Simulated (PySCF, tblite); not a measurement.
# C₄H₉BF₂Si₂: geometry, infrared bands and NMR shifts

What infrared bands and NMR shifts should C₄H₉BF₂Si₂ (`FB(F)C1=C(C[SiH3])C[SiH2]1`) show?

Computed with tblite 0.8.0 and PySCF 2.14.0, with density-fitted response routines of our own, on a single molecule in the gas phase. Atoms count from 0, in the outputs and in this text.

## 1. Starting geometry

18 atoms, charge 0, multiplicity 1; geometry from: force field or distance geometry start.

Bonds of the start (Å): F0–B1 1.44, B1–F2 1.46, B1–C3 1.59, C3–C4 1.31, C4–C5 1.50, C5–Si6 1.85, C4–C7 1.48, C7–Si8 1.82, Si8–C3 1.79, C5–H9 1.13, C5–H10 1.10, Si6–H11 1.48, Si6–H12 1.45, Si6–H13 1.49, C7–H14 1.11, C7–H15 1.14, Si8–H16 1.47, Si8–H17 1.47.

## 2. Relaxing the molecule with GFN2-xTB

What the job is given:

```
{"job": {"kind": "relax", "xc": "GFN2-xTB", "basis": "xTB"}, "charge": 0, "multiplicity": 1}
F     -0.713300    -2.795800    -1.106000
B     -1.681200    -1.909300    -0.505500
F     -2.511300    -2.466800     0.556000
C     -1.246900    -0.389900    -0.329900
C     -0.195700     0.129900     0.248200
C      0.987800    -0.502300     0.925700
Si     2.599300    -0.086800     0.113000
C     -0.488200     1.560200     0.017200
Si    -2.043300     1.134500    -0.831500
H      1.031500    -0.069600     1.968200
H      0.878000    -1.584200     1.078600
H      3.660500    -0.985100     0.609900
H      2.505400    -0.203400    -1.334100
H      3.021400     1.292600     0.472800
H      0.265500     2.120200    -0.575300
H     -0.646500     2.031300     1.046800
H     -2.129000     1.397200    -2.271000
H     -3.302700     1.333800    -0.094700
```

Started as:

```bash
$ OMP_NUM_THREADS=1 python probes_run.py task.json out
```

One launch serves the whole session: the jobs run in the order shown.

**Question.** This job is followed by: GFN2-xTB harmonic vibrations, gas phase; GIAO PBE0/pcSseg-1 NMR shielding, non-relativistic, gas phase. Predict these results of the whole session: strongest single infrared mode (GFN2-xTB); zero-point energy (GFN2-xTB); 13C shifts against TMS (PBE0/pcSseg-1); 1H shifts against TMS (PBE0/pcSseg-1, means over atoms taken as alike); 19F shifts against CFCl3 (PBE0/pcSseg-1, means over atoms taken as alike); 11B shifts against BF3·OEt2 (PBE0/pcSseg-1); 29Si shifts against TMS (PBE0/pcSseg-1).

The runs gave:

```
                                                                 quantity                         value
                                strongest single infrared mode (GFN2-xTB)         1335 cm⁻¹, 487 km/mol
                                             zero-point energy (GFN2-xTB)                 72.0 kcal/mol
                                   13C shifts against TMS (PBE0/pcSseg-1)  207.5, 128.7, 27.3, 25.3 ppm
   1H shifts against TMS (PBE0/pcSseg-1, means over atoms taken as alike)    4.86, 4.03, 2.63, 2.10 ppm
19F shifts against CFCl3 (PBE0/pcSseg-1, means over atoms taken as alike)                     -86.5 ppm
                              11B shifts against BF3·OEt2 (PBE0/pcSseg-1)                      21.0 ppm
                                  29Si shifts against TMS (PBE0/pcSseg-1)              -53.4, -62.9 ppm
```

In words: The optimisation took 167 steps and gained 1.688 eV; among the close pairs (by a distance rule), B1–F2 changed most, from 1.458 to 1.331 Å. No mode is imaginary among the 48: a minimum at this level. The strongest single mode, at 1335 cm⁻¹, has its largest shares on B1, C4 and C3 (the list is cut at 3 atoms). GFN2-xTB is a fitted tight-binding method: band positions and strengths are rough. Its intensities can rank the bands wrongly. At PBE0/pcSseg-1: The widest tensor belongs to C4: span 299 ppm, with a paramagnetic part of -285 ppm.
